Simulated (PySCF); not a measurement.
# C3H5AlCl2: the cost of one run

The runs use PySCF 2.14.0, with density-fitted response routines of our own; the level of theory stands in each step. All values are computed, except where a source is named. Atoms count from 0, in the outputs and in this text.

### Step 1. The molecule as given

11 atoms, charge 0, multiplicity 1; geometry from: GFN2-xTB. The atoms were then displaced at random by about 0.01 Å, so the start is not that level's minimum.

Bonds of the start (Å): C0–C1 1.47, C1–Cl2 1.73, C1–C3 1.37, C3–Al4 1.96, Al4–Cl5 2.04, C0–H6 1.07, C0–H7 1.11, C0–H8 1.12, C3–H9 1.10, Al4–H10 1.52.

### Step 2. Relaxing the molecule at PBE0-D3(BJ)/def2-SVP

Job settings and geometry (Å):

```
{"job": {"xc": "PBE0", "basis": "def2-SVP", "d3": "d3bj", "grid": 1, "shake": 0.01, "kind": "geom"}, "charge": 0, "multiplicity": 1}
C     -1.959650    -0.212020     0.231990
C     -0.497750    -0.300270     0.137540
Cl     0.130200    -1.909800     0.046330
C      0.448560     0.683320     0.113900
Al     2.315740     0.117370    -0.018020
Cl     3.698930     1.613640    -0.042490
H     -2.436850    -1.169060     0.217730
H     -2.346180     0.399870    -0.616020
H     -2.264470     0.333940     1.164560
H      0.030910     1.698840     0.179460
H      2.918690    -1.281660    -0.075850
```

The run is started by

```console
$ OMP_NUM_THREADS=1 python probes_run.py task.json out
```

One launch serves the whole session: the jobs run in the order shown.

Q: Estimate the wall time and peak memory of this first job on 1 thread of Arm Neoverse N1, shared host.

About 96 s, with a peak of 0.49 GiB.
